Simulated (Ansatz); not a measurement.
# CH₅AlSi₂: geometry optimisation

The task: find the minimum of CH₅AlSi₂ nearest to the start.

Method: RKS SPW92 (LDA)/def2-SVP; program: Ansatz 0.2.0.

## Step 1: Where the work starts

SMILES `C1=[SiH][AlH][SiH2]1`, 9 atoms, charge 0, spin multiplicity 1.

Atoms are counted from 1 here; the program's logs count them from 0.

Bond lengths: C1–Si2 1.767 Å, C1–Si4 1.888 Å, C1–H5 1.107 Å, Si2–Al3 2.412 Å, Si2–H6 1.514 Å, Al3–Si4 2.461 Å, Al3–H7 1.601 Å, Si4–H8 1.513 Å, Si4–H9 1.513 Å. Angles: Si2–C1–Si4 108.7°, Si2–C1–H5 126.7°, Si4–C1–H5 124.6°, C1–Si2–Al3 90.2°, C1–Si2–H6 120.7°, Al3–Si2–H6 149.1°, Si2–Al3–Si4 75.2°, Si2–Al3–H7 137.8°, Si4–Al3–H7 147.1°, C1–Si4–Al3 85.9°, C1–Si4–H8 113.7°, C1–Si4–H9 113.8°, Al3–Si4–H8 118.4°, Al3–Si4–H9 118.4°, H8–Si4–H9 105.9°.

Geometry (Å):

```xyz
9
charge 0, multiplicity 1
C    -0.8687    0.7734   -0.3723
Si    0.7543    1.4562   -0.2233
Al    1.5971   -0.6867    0.4946
Si   -0.8060   -1.0515    0.1091
H    -1.7842    1.3077   -0.6908
H     1.0125    2.9123   -0.5454
H     2.9986   -1.3219    0.9368
H    -1.2231   -1.9897   -1.0025
H    -1.6805   -1.3998    1.2939
```

## Step 2: Relaxation

The input, input.yaml:

```yaml
crystal:
  periodic: [false, false, false]
  atoms:
    - { symbol: C, position_ang: [-0.868687, 0.773425, -0.372251] }
    - { symbol: Si, position_ang: [0.754308, 1.456159, -0.223297] }
    - { symbol: Al, position_ang: [1.597059, -0.686656, 0.494551] }
    - { symbol: Si, position_ang: [-0.805987, -1.051528, 0.109085] }
    - { symbol: H, position_ang: [-1.784207, 1.307665, -0.690769] }
    - { symbol: H, position_ang: [1.012542, 2.912349, -0.545438] }
    - { symbol: H, position_ang: [2.998628, -1.32194, 0.936778] }
    - { symbol: H, position_ang: [-1.223127, -1.98967, -1.002522] }
    - { symbol: H, position_ang: [-1.680529, -1.399814, 1.293864] }
basis:
  gaussian: { orbitals: def2-SVP }
hamiltonian:
  xc: lda
output:
  forces: true
relax:
  f_tol: 0.003
  max_steps: 120
```

Run with:

```
$ ansatz run input.yaml --threads 1 --pin off --max-ram 2560MiB --backend cpu --events-out ev --progress --plain --runs-dir out
```

Log:

```text
Warning: RAYON_NUM_THREADS=1 ignored (pool sized by the plan → 1); use --threads N
The last accepted step is kept in <dir> (removed where the run ends without a failure and the disk answers)
Engine: ansatz 0.2.0, aarch64-unknown-linux-gnu
Functional definition: SPW92
  exchange = slater_x
  correlation = pw_c
1033 factors; their error is unknown
mean field evaluation 1: about -23344.9246 eV, gradient 6.8e1 eV
mean field evaluation 2: about -23225.2616 eV, gradient 1.5e2 eV
mean field evaluation 4: about -23357.1695 eV, gradient 1.7e1 eV
mean field evaluation 8: about -23358.5101 eV, gradient 9.7e-2 eV
mean field evaluation 16: about -23358.4279 eV, gradient 3.9e-5 eV
mean field -23358.42792603 eV, -858.4063933704 hartree, gradient 3.9e-5 eV, S^2 0.000000; 0 other end points of the search recorded, 0 dependent functions left out
the calculation of the forces begins
reference -23358.42796467 eV, -858.4063947904 hartree; 26, 26 occupied and 67, 67 virtual orbitals, 1033 factors
relax step   1: F+E_penalty+E_count = -23358.42792603 eV  Δ(F+E_penalty+E_count) = +0.000e0 eV  max|allowed force component| = 4.178e-1 eV/Å  Δτ_max = 0.0000 Å  (27 SCF iters, accepted)
these checks for a lower state are left out or cut short: starts, cluster_reference, orbital_swaps, neighbouring_geometries, increment
1033 factors; their error is unknown
mean field -23358.43565458 eV, -858.4066773894 hartree, gradient 1.1e-5 eV, S^2 0.000000; 0 other end points of the search recorded, 0 dependent functions left out
the calculation of the forces begins
reference -23358.43569316 eV, -858.4066788072 hartree; 26, 26 occupied and 67, 67 virtual orbitals, 1033 factors
relax step   2: F+E_penalty+E_count = -23358.43565458 eV  Δ(F+E_penalty+E_count) = -7.729e-3 eV  max|allowed force component| = 1.741e-1 eV/Å  Δτ_max = 0.0156 Å  (31 SCF iters, accepted)
these checks for a lower state are left out or cut short: starts, cluster_reference, orbital_swaps, neighbouring_geometries, increment
1033 factors; their error is unknown
mean field -23358.43638095 eV, -858.4067040831 hartree, gradient 1.1e-5 eV, S^2 0.000000; 0 other end points of the search recorded, 0 dependent functions left out
the calculation of the forces begins
reference -23358.43641953 eV, -858.4067055009 hartree; 26, 26 occupied and 67, 67 virtual orbitals, 1033 factors
relax step   3: F+E_penalty+E_count = -23358.43638095 eV  Δ(F+E_penalty+E_count) = -7.264e-4 eV  max|allowed force component| = 5.729e-2 eV/Å  Δτ_max = 0.0108 Å  (31 SCF iters, accepted)
these checks for a lower state are left out or cut short: starts, cluster_reference, orbital_swaps, neighbouring_geometries, increment
1033 factors; their error is unknown
mean field evaluation 32: about -23358.5179 eV, gradient 5.9e-1 eV
mean field -23358.43655550 eV, -858.4067104976 hartree, gradient 1.1e-5 eV, S^2 0.000000; 0 other end points of the search recorded, 0 dependent functions left out
the calculation of the forces begins
reference -23358.43659408 eV, -858.4067119155 hartree; 26, 26 occupied and 67, 67 virtual orbitals, 1033 factors
relax step   4: F+E_penalty+E_count = -23358.43655550 eV  Δ(F+E_penalty+E_count) = -1.745e-4 eV  max|allowed force component| = 4.378e-2 eV/Å  Δτ_max = 0.0137 Å  (30 SCF iters, accepted)
these checks for a lower state are left out or cut short: starts, cluster_reference, orbital_swaps, neighbouring_geometries, increment
1033 factors; their error is unknown
mean field -23358.43671214 eV, -858.4067162541 hartree, gradient 1.1e-5 eV, S^2 0.000000; 0 other end points of the search recorded, 0 dependent functions left out
the calculation of the forces begins
reference -23358.43675072 eV, -858.4067176720 hartree; 26, 26 occupied and 67, 67 virtual orbitals, 1033 factors
relax step   5: F+E_penalty+E_count = -23358.43671214 eV  Δ(F+E_penalty+E_count) = -1.566e-4 eV  max|allowed force component| = 5.394e-3 eV/Å  Δτ_max = 0.0046 Å  (23 SCF iters, accepted)
these checks for a lower state are left out or cut short: starts, cluster_reference, orbital_swaps, neighbouring_geometries, increment
1033 factors; their error is unknown
mean field -23358.43671310 eV, -858.4067162895 hartree, gradient 1.6e-5 eV, S^2 0.000000; 0 other end points of the search recorded, 0 dependent functions left out
the calculation of the forces begins
reference -23358.43675169 eV, -858.4067177074 hartree; 26, 26 occupied and 67, 67 virtual orbitals, 1033 factors
relax step   6: F+E_penalty+E_count = -23358.43671310 eV  Δ(F+E_penalty+E_count) = -9.614e-7 eV  max|allowed force component| = 2.833e-3 eV/Å  Δτ_max = 0.0002 Å  (18 SCF iters, accepted)
1033 factors; their error is unknown
mean field evaluation 64: about -23358.4367 eV, gradient 7.4e-4 eV
mean field -23358.43671310 eV, -858.4067162895 hartree, gradient 2.2e-5 eV, S^2 0.000000; 1 other end points of the search recorded, 0 dependent functions left out
the calculation of the forces begins
reference -23358.43675169 eV, -858.4067177074 hartree; 26, 26 occupied and 67, 67 virtual orbitals, 1033 factors
Total energy: -23358.43675169 eV, -858.4067177074 hartree
Atom 0 at    -0.860856     0.767820    -0.368902 Å, force     0.001909     0.000298     0.000353 eV/Å
Atom 1 at     0.749988     1.444250    -0.220750 Å, force     0.001459    -0.000429     0.000315 eV/Å
Atom 2 at     1.584434    -0.682811     0.491049 Å, force    -0.000006    -0.000598     0.000250 eV/Å
Atom 3 at    -0.799088    -1.040372     0.107906 Å, force     0.000319    -0.000136    -0.000017 eV/Å
Atom 4 at    -1.780239     1.298951    -0.689061 Å, force    -0.002833     0.000386    -0.000496 eV/Å
Atom 5 at     1.007256     2.902592    -0.543606 Å, force    -0.000433     0.000200    -0.000167 eV/Å
Atom 6 at     2.987502    -1.319089     0.933236 Å, force     0.000005     0.000307    -0.000064 eV/Å
Atom 7 at    -1.215579    -1.980788    -1.003913 Å, force    -0.000228    -0.000085     0.000039 eV/Å
Atom 8 at    -1.673420    -1.390564     1.294041 Å, force    -0.000194     0.000057    -0.000212 eV/Å
Dipole moment:     0.189492     0.079154     0.017521 e Å
```

Run time: 14 s. Hardware: 1 thread of Arm Neoverse V2, shared host; peak memory 0.14 GiB.

Along the way:

```csv
step,energy from step 1 (eV),largest force component (eV/Å)
1,0.0000,0.4178
2,-0.0077,0.1741
3,-0.0085,0.0573
4,-0.0086,0.0438
5,-0.0088,0.0054
6,-0.0088,0.0028
```

Distances of close pairs at the start and the end, largest changes first:

```csv
bond,before (Å),after (Å),change (Å)
Al3–Si4,2.461,2.440,-0.021
Si2–Al3,2.412,2.393,-0.019
C1–Si4,1.888,1.871,-0.017
C1–Si2,1.767,1.753,-0.014
C1–H5,1.107,1.109,+0.002
Si2–H6,1.514,1.516,+0.002
Al3–H7,1.601,1.603,+0.002
Si4–H8,1.513,1.515,+0.001
```

## Step 3: Summary of results

| quantity | value |
| --- | --- |
| energy gained | 0.0088 eV |
| root mean square move | 0.012 Å |
| dipole moment | 0.99 D |

In words: Bond lengths: C1–Si2 1.753 Å, C1–Si4 1.871 Å, C1–H5 1.109 Å, Si2–Al3 2.393 Å, Si2–H6 1.516 Å, Al3–Si4 2.440 Å, Al3–H7 1.603 Å, Si4–H8 1.515 Å, Si4–H9 1.515 Å. Angles: Si2–C1–Si4 108.7°, Si2–C1–H5 127.0°, Si4–C1–H5 124.3°, C1–Si2–Al3 90.1°, C1–Si2–H6 120.6°, Al3–Si2–H6 149.2°, Si2–Al3–Si4 75.1°, Si2–Al3–H7 137.7°, Si4–Al3–H7 147.2°, C1–Si4–Al3 86.0°, C1–Si4–H8 113.8°, C1–Si4–H9 113.8°, Al3–Si4–H8 118.3°, Al3–Si4–H9 118.3°, H8–Si4–H9 105.8°. No frequencies were computed here.
